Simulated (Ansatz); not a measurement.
# GaBH3ClO (SMILES O[B](Cl)[GaH2]) at 6 levels

Wanted: a comparison of 6 runs (BLYP/6-31G*, CAM-B3LYP/6-31G*, HSE06/6-31G*, PBE-QIDH/6-31G*, r2SCAN0/6-31G*, RPA@PBE0/6-31G*) of GaBH3ClO. 

The calculation is run with Ansatz 0.2.0.

127 further runs of the same task are left out: 127 set aside as unsound or not needed.

### 1 Starting point

GaBH3ClO: 7 atoms, total charge 0, spin state singlet. SMILES: `O[B](Cl)[GaH2]`. The B2–Cl3 distance was set to 2.325 Å, away from the relaxed value.

Bond lengths: O1–B2 1.344 Å, B2–Ga4 2.095 Å, O1–H5 0.965 Å, Ga4–H6 1.572 Å, Ga4–H7 1.572 Å. Angles: O1–B2–Ga4 123.4°, B2–O1–H5 114.1°, B2–Ga4–H6 121.3°, B2–Ga4–H7 121.3°, H6–Ga4–H7 117.4°. A long bond or contact: B2–Cl3 2.325 Å.

### 2 A single-point energy at BLYP/6-31G(d) (spherical functions) (run 1)

Input file in.yaml:

```yaml
crystal:
  periodic: [false, false, false]
  atoms:
    - {symbol: O, position_ang: [-1.124769, -0.907711, 1.253619]}
    - {symbol: B, position_ang: [-0.311169, -0.343511, 0.344419]}
    - {symbol: Cl, position_ang: [0.899000, -1.736200, -1.070500]}
    - {symbol: Ga, position_ang: [-0.076869, 1.727589, 0.135719]}
    - {symbol: H, position_ang: [-1.130169, -1.872911, 1.232419]}
    - {symbol: H, position_ang: [-0.970569, 2.553889, -0.859581]}
    - {symbol: H, position_ang: [1.038731, 2.507289, 0.923019]}
basis:
  gaussian:
    orbitals: 6-31G_st_-spherical.json
total_charge: 0
hamiltonian:
  xc: {name: BLYP}
accuracy: high
output:
  orbitals: {seedname: orbitals}
```

The basis set 6-31G* is read from a file made from the Basis Set Exchange's data (not shown).

Run with:

```sh
$ ansatz run in.yaml --threads 1 --pin off --max-ram 3480MiB --events-out events.jsonl --progress --plain --runs-dir runs
```

The program printed:

```text
Warning: RAYON_NUM_THREADS=1 ignored (pool sized by the plan → 1); use --threads N
Functional definition: BLYP
  name "BLYP"
  parameter beta = 0.0042
  parameter a = 0.04918
  parameter b = 0.132
  parameter c = 0.2533
  parameter d = 0.349
  exchange = b88_x(beta = beta)
  correlation = lyp_c(a = a, b = b, c = c, d = d)
1787 factors; integrals over basis functions are off by at most 2.2e-8 eV
mean field evaluation 1: about -67660.8963 eV, gradient 5.7e1 eV
mean field evaluation 2: about -67635.5835 eV, gradient 1.3e2 eV
mean field evaluation 4: about -67666.0695 eV, gradient 8.3e0 eV
mean field evaluation 8: about -67666.1972 eV, gradient 2.4e-1 eV
mean field evaluation 16: about -67666.1913 eV, gradient 1.1e-5 eV
mean field -67666.19129668 eV, -2486.6866643611 hartree, gradient 4.4e-8 eV, S^2 0.000000; 0 other end points of the search recorded, 0 dependent functions left out
reference -67666.19135657 eV, -2486.6866665623 hartree; 32, 32 occupied and 52, 52 virtual orbitals, 1787 factors
Total energy: -67666.19135657 eV, -2486.6866665623 hartree
```

Run time: 7.5 s. Hardware: 1 thread of Arm Neoverse V1, shared host; peak memory 0.21 GiB.

### 3 A single-point energy at CAM-B3LYP/6-31G(d) (spherical functions) (run 2)

in.yaml: that of step 2 with these lines changed.

```diff
@@ -13,7 +13,5 @@
     orbitals: 6-31G_st_-spherical.json
-total_charge: 0
 hamiltonian:
-  xc: {name: BLYP}
+  xc: {name: CAM-B3LYP}
 accuracy: high
-output:
-  orbitals: {seedname: orbitals}
+output: {orbitals: {seedname: orbitals}}
```

The basis set 6-31G* is read from a file made from the Basis Set Exchange's data (not shown).

Run with:

```sh
$ ansatz run in.yaml --threads 1 --pin off --max-ram 3480MiB --events-out events.jsonl --progress --plain --runs-dir runs
```

The program printed:

```text
Warning: RAYON_NUM_THREADS=1 ignored (pool sized by the plan → 1); use --threads N
Functional definition: CAM-B3LYP
  name "CAM-B3LYP"
  parameter alpha = 0.19
  parameter beta = 0.46
  parameter omega = 0.33/bohr
  parameter ac = 0.81
  exchange = (1 - alpha - beta)*b88_x + beta*b88_x_sr(omega) + alpha*exact_x + beta*exact_x_lr(omega)
  correlation = (1 - ac)*vwn5_c + ac*lyp_c
1787 factors; integrals over basis functions are off by at most 2.2e-8 eV
443 factors; integrals over basis functions are off by at most 1.7e-9 eV
mean field evaluation 1: about -67663.6252 eV, gradient 4.4e1 eV
mean field evaluation 2: about -67661.5757 eV, gradient 5.8e1 eV
mean field evaluation 4: about -67667.3377 eV, gradient 2.2e0 eV
mean field evaluation 8: about -67667.4271 eV, gradient 2.0e-1 eV
mean field evaluation 16: about -67667.4272 eV, gradient 3.6e-5 eV
mean field -67667.42716966 eV, -2486.7320818554 hartree, gradient 7.6e-8 eV, S^2 0.000000; 0 other end points of the search recorded, 0 dependent functions left out
reference -67667.42719125 eV, -2486.7320826490 hartree; 32, 32 occupied and 52, 52 virtual orbitals, 1787 factors
Total energy: -67667.42719125 eV, -2486.7320826490 hartree
```

Run time: 11 s. Hardware: 1 thread of Arm Neoverse V1, shared host; peak memory 0.34 GiB.

Runs 3 to 5 aren't shown in full; the table further down has their settings and results.

### 4 The energy at RPA@PBE0/6-31G(d) (spherical functions) (run 6)

Input file job.yaml:

```yaml
crystal:
  periodic: [false, false, false]
  atoms:
    - symbol: O
      position_ang: [-1.124769, -0.907711, 1.253619]
    - symbol: B
      position_ang: [-0.311169, -0.343511, 0.344419]
    - symbol: Cl
      position_ang: [0.899000, -1.736200, -1.070500]
    - symbol: Ga
      position_ang: [-0.076869, 1.727589, 0.135719]
    - symbol: H
      position_ang: [-1.130169, -1.872911, 1.232419]
    - symbol: H
      position_ang: [-0.970569, 2.553889, -0.859581]
    - symbol: H
      position_ang: [1.038731, 2.507289, 0.923019]
basis:
  gaussian: {orbitals: 6-31G_st_-spherical.json}
accuracy: high
hamiltonian: {xc: pbe0}
correlation: {method: rpa, frozen_orbitals: {B: 1, Cl: 5, Ga: 9, H: 0, O: 1}}
```

The basis set 6-31G* is read from a file made from the Basis Set Exchange's data (not shown).

Run with:

```sh
$ ansatz run job.yaml --threads 1 --pin off --max-ram 3480MiB --events-out events.jsonl --progress --plain --runs-dir runs
```

The program printed, cut to the lines that bear on the results:

```text
Warning: RAYON_NUM_THREADS=1 ignored (pool sized by the plan → 1); use --threads N
Functional definition: PBE0
  name "PBE0"
[...]
1787 factors; integrals over basis functions are off by at most 2.2e-8 eV
[...]
mean field -67650.91368626 eV, -2486.1252225337 hartree, gradient 3.1e-8 eV, S^2 0.000000; 0 other end points of the search recorded, 0 dependent functions left out
16 core orbitals not correlated: weight in the atoms' cores, before any rotation towards them, 1.000 or more for the frozen orbitals, at most 0.000 for the correlated occupied ones
reference -67585.72592625 eV, -2483.7296165393 hartree; 16, 16 occupied and 52, 52 virtual orbitals, 1787 factors
Total energy: -67608.59764716 eV, -2484.5701367797 hartree
```

It took 17 s on 1 thread of Arm Neoverse V1, shared host; peak memory 0.29 GiB.

### 5 All runs side by side

| run | level | frozen core orbitals | energy (Eh) | HOMO energy (eV) | LUMO energy (eV) | HOMO–LUMO gap (eV) | wall time |
| --- | --- | --- | --- | --- | --- | --- | --- |
| 1 | BLYP/6-31G* (spherical functions) | – | -2486.686667 | -6.39 | -3.05 | 3.34 | 7.5 s |
| 2 | CAM-B3LYP/6-31G* (spherical functions) | – | -2486.732083 | -9.18 | -1.44 | 7.75 | 11 s |
| 3 | HSE06/6-31G* (spherical functions) | – | -2486.112020 | -7.53 | -2.75 | 4.78 | 11 s |
| 4 | PBE-QIDH/6-31G* (spherical functions) | 16 | -2485.634201 | -9.90 | -0.83 | 9.07 | 14 s |
| 5 | r2SCAN0/6-31G* (spherical functions) | – | -2486.504663 | -8.14 | -2.28 | 5.86 | 21 s |
| 6 | RPA@PBE0/6-31G* (spherical functions) | 16 | -2484.570137 | – | – | – | 17 s |

### 6 What came out

| quantity | value |
| --- | --- |
| run 6: total energy | -2484.57014 Eh |
| run 6: RPA correlation energy (valence) | -840.5 mEh |

In words: Over runs 1, 2, 3, 4, 5 the HOMO–LUMO gap runs from 3.34 eV (BLYP/6-31G*) to 9.07 eV (PBE-QIDH/6-31G*). A double hybrid's value is that of its SCF part. Totals of different functionals can't be ranked against each other. All runs together took 81 s, the longest 21 s.
